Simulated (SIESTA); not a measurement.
Here is a SIESTA 5.4.2 calculation.

Contents of Nb3In.fdf:

```
SystemName                      Nb3In
SystemLabel                     Nb3In
NumberOfSpecies                 2
NumberOfAtoms                   4
%block ChemicalSpeciesLabel
  1  49 In
  2  41 Nb
%endblock ChemicalSpeciesLabel

LatticeConstant                 1.0 Ang
%block LatticeVectors
     1.7376283100    -2.3251038400     0.0000000000
     1.7376283100     2.3251038400     0.0000000000
     0.0000000000     0.0000000000     9.4528647300
%endblock LatticeVectors
AtomicCoordinatesFormat         Fractional
%block AtomicCoordinatesAndAtomicSpecies
     0.0000000000     0.0000000000     0.0000000000  1  In
     0.5000000000     0.5000000000     0.2566843400  2  Nb
     0.0000000000     0.0000000000     0.5000000000  2  Nb
     0.5000000000     0.5000000000     0.7433156600  2  Nb
%endblock AtomicCoordinatesAndAtomicSpecies

%block kgrid.MonkhorstPack
   10   0   0  0.0
    0  10   0  0.0
    0   0   3  0.0
%endblock kgrid.MonkhorstPack
XC.Functional                   GGA
XC.Authors                      PBEsol
PAO.BasisSize                   DZP
PAO.EnergyShift                 0.003 Ry
Mesh.Cutoff                     800 Ry
OccupationFunction              FD
ElectronicTemperature           0.05 eV
MaxSCFIterations                120
SCF.MustConverge                false
SCF.Mixer.Method                Pulay
SCF.Mixer.Weight                0.25
SCF.Mixer.History               8
SCF.DM.Tolerance                5.0e-05
SCF.H.Tolerance                 1.0e-03 eV
WriteForces                     true
Charge.Mulliken                 end
BandLinesScale                  ReciprocalLatticeVectors
%block BandLines
    1    0.000000   0.000000   0.000000  \Gamma
   12    0.389627   0.389627   0.000000  X
    7    0.000000   0.500000   0.000000  S
    3    0.000000   0.500000   0.500000  R
    7    0.389627   0.389627   0.500000  A
   12    0.000000   0.000000   0.500000  Z
    3    0.000000   0.000000   0.000000  \Gamma
   12   -0.500000   0.500000   0.000000  Y
    3   -0.389627   0.610373   0.000000  X1
    3   -0.389627   0.610373   0.500000  A1
    3   -0.500000   0.500000   0.500000  T
    3   -0.500000   0.500000   0.000000  Y
    1    0.000000   0.000000   0.500000  Z
   12   -0.500000   0.500000   0.500000  T
%endblock BandLines
%block PAO.Basis
  In 4
  n=5 0 2
    6.955 0.000
  n=5 1 2
    9.500 0.000
  n=4 2 2
    4.114 0.000
  n=5 2 1
    9.500
  Nb 5
  n=4 0 2
    3.366 0.000
  n=5 0 2
    9.113 0.000
  n=4 1 2
    3.905 0.000
  n=5 1 1
    9.113
  n=4 2 2
    7.312 0.000
%endblock PAO.Basis
```

Potentials or basis: PseudoDojo 0.4 standard (PBEsol files), DZP (energy shift 0.003 Ry; two zetas on semicore shells).

Command:

```sh
$ siesta Nb3In.fdf > Nb3In.out 2>&1
```

(1) Predict the pressure.

(2) Predict the band gap on the k mesh.

(3) Predict the largest force.

Results:

(1) -4.3 GPa.

(2) none (metal or under the smearing width).

(3) 0.190 eV/Å.

Caveat: spin-orbit coupling is left out, which moves the levels of the heavy elements; the basis of atomic orbitals isn't converged, which shifts pressures, moduli and gaps.
